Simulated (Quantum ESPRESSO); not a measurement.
SiO in Quantum ESPRESSO: the effect of functional

Crystal: SiO.

```xyz
2
Lattice="2.8070 0.0000 0.0000 0.0000 2.8070 0.0000 0.0000 0.0000 2.8070" Properties=species:S:1:pos:R:3 pbc="T T T"
Si    0.0000    0.0000    0.0000
O     1.4035    1.4035    1.4035
```

The cell was built by a generator and needn't be a form met in nature.

Alike in all runs:

| Property | Result |
| --- | --- |
| Program | Quantum ESPRESSO 7.5 |
| Task | phonons |
| Cutoff | 1143 eV |
| Density cutoff | 4572 eV |
| k mesh | 6 × 6 × 6, shifted |
| Occupations | fermi-dirac, width 0.05 eV |
| Spin | no spin polarisation |

Each run relaxes the cell or the atoms first.

```csv
functional,potentials or basis,relaxed volume (Å³/atom)
LDA,PseudoDojo 0.4.1 SR LDA standard,10.31
PBEsol,PseudoDojo 0.4.1 SR PBEsol standard,10.57
BLYP,PseudoDojo 0.4.1 SR PBE standard,12.01
revPBE,PseudoDojo 0.4.1 SR PBE standard,11.20
WC,PseudoDojo 0.4.1 SR PBE standard,?
vdW-DF-cx,PseudoDojo 0.4.1 SR PBE standard,10.90
```

What does the run with functional WC give?

Relaxed volume 10.73 Å³/atom.

Caveats: some runs use coarse meshes; some modes are imaginary; the potentials were made for another functional, which shifts forces and pressure (some runs); the mesh is thin for the phonons of a metal (some runs); before the sum rule the acoustic modes lie tens of cm⁻¹ from zero, a sign that the density grid also shifts the optical modes (some runs); the acoustic modes lie far from zero, so the frequencies are unreliable (some runs).

Runs at the PBE level aren't shown here.
